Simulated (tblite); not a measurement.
# C4H8BFSe: the cost of one run

Computed with tblite 0.8.0 and PySCF 2.14.0, with density-fitted response routines of our own, on a single molecule in the gas phase. Atoms are numbered from 0 throughout.

### Step 1. The molecule as given

15 atoms, charge 0, multiplicity 1; geometry from: force field or distance geometry start.

Bonds of the start (Å): C0–C1 1.49, C1–C2 1.53, C2–Se3 1.92, Se3–C4 1.94, C4–B5 1.55, B5–F6 1.46, C4–C1 1.49, C0–H7 1.12, C0–H8 1.08, C0–H9 1.12, C1–H10 1.11, C2–H11 1.12, C2–H12 1.12, C4–H13 1.13, B5–H14 1.20.

### Step 2. Relaxing the molecule with GFN2-xTB

The job: settings as JSON, then the geometry in Å.

```
{"job": {"kind": "relax", "xc": "GFN2-xTB", "basis": "xTB"}, "charge": 0, "multiplicity": 1}
C     -0.709500     1.305900    -0.121100
C     -0.420400     0.003900    -0.777800
C     -1.347000    -1.058700    -0.186400
Se     0.108700    -2.299800    -0.091700
C      0.920900    -0.608500    -0.592500
B      1.929700    -0.017300     0.425600
F      3.227500    -0.686000     0.488900
H     -1.576700     1.215200     0.587000
H      0.103900     1.785300     0.412400
H     -1.066900     2.022500    -0.904000
H     -0.652700     0.071200    -1.864300
H     -1.785400    -0.759600     0.803200
H     -2.160500    -1.320100    -0.915000
H      1.441600    -0.765800    -1.583700
H      1.982200     1.119700     0.792000
```

Started as:

```sh
OMP_NUM_THREADS=1 python probes_run.py task.json out
```

This one command runs all jobs of the session in turn.

Q: Estimate the wall time of this first job on 1 thread of Arm Neoverse N1, shared host.

About 1.1 s.
